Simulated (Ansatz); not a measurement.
# OsRu: the cost of one run

Program: Ansatz 0.2.0. Level of theory: DFT, PBEsol, PAW with Ansatz's default frozen-core files, scalar-relativistic. These are calculated values, not measurements.

1 further run of the same task is left out (it didn't finish).

### 1 The structure to begin with

Symmetry: P-6m2, No. 187, hexagonal system. Conventional cell: a = 2.727 Å, b = 2.727 Å, c = 4.300 Å, α = 90.00°, β = 90.00°, γ = 120.00°. Ru (site symmetry -6m2) has 6 Os at 2.66 Å and 6 Ru at 2.73 Å as nearest neighbours. Around Os (site symmetry -6m2) lie 6 Ru at 2.66 Å and 6 Os at 2.73 Å.

Structure file:

```cif
data_structure
_symmetry_space_group_name_H-M 'P-6m2'
_symmetry_Int_Tables_number 187
_cell_length_a 2.7270
_cell_length_b 2.7270
_cell_length_c 4.3003
_cell_angle_alpha 90.000
_cell_angle_beta 90.000
_cell_angle_gamma 120.000
_cell_volume 27.70
loop_
_atom_site_label
_atom_site_type_symbol
_atom_site_symmetry_multiplicity
_atom_site_Wyckoff_symbol
_atom_site_fract_x
_atom_site_fract_y
_atom_site_fract_z
_atom_site_occupancy
Ru1 Ru 1 a 0.00000 0.00000 0.00000 1
Os1 Os 1 d 0.33333 0.66667 0.50000 1
```

The file gives the conventional cell by its symmetry; the runs use the cell typed in the input.

Whether this phase is the stable one at these pressures isn't tested.

Atoms are numbered in the order of the input: Ru1, Os2.

### 2 Shape and atoms relaxed at the given volume, PAW

File input.yaml:

```yaml
crystal:
  lattice:
    - [2.7270104592, 0.0, 0.0]
    - [-1.3635052296, 2.3616603341, 0.0]
    - [0.0, 0.0, 4.30032006]
  atoms:
    - { symbol: Ru, position: [0.0, 0.0, 0.0] }
    - { symbol: Os, position: [0.3333333333, 0.6666666667, 0.5] }
kpoints:
  mp_grid: { grid: [15, 15, 9] }
scf:
  occupations: { method: fermi_dirac, width: 0.05 }
hamiltonian:
  xc: pbesol
  pseudopotentials: { kind: paw }
output:
  forces: true
  stress: true
relax:
  f_tol: 0.01
  max_steps: 30
  cell: { stress_tol: 0.05, fix: [volume] }
```

Command:

```
$ ansatz run input.yaml --threads 1 --pin off --max-ram 2048MiB --backend cpu --events-out ev --progress --plain --runs-dir out
```

Q: Estimate wall time and peak memory on 1 thread of Arm Neoverse V1, shared host.

About 24 s, with a peak of 0.38 GiB.
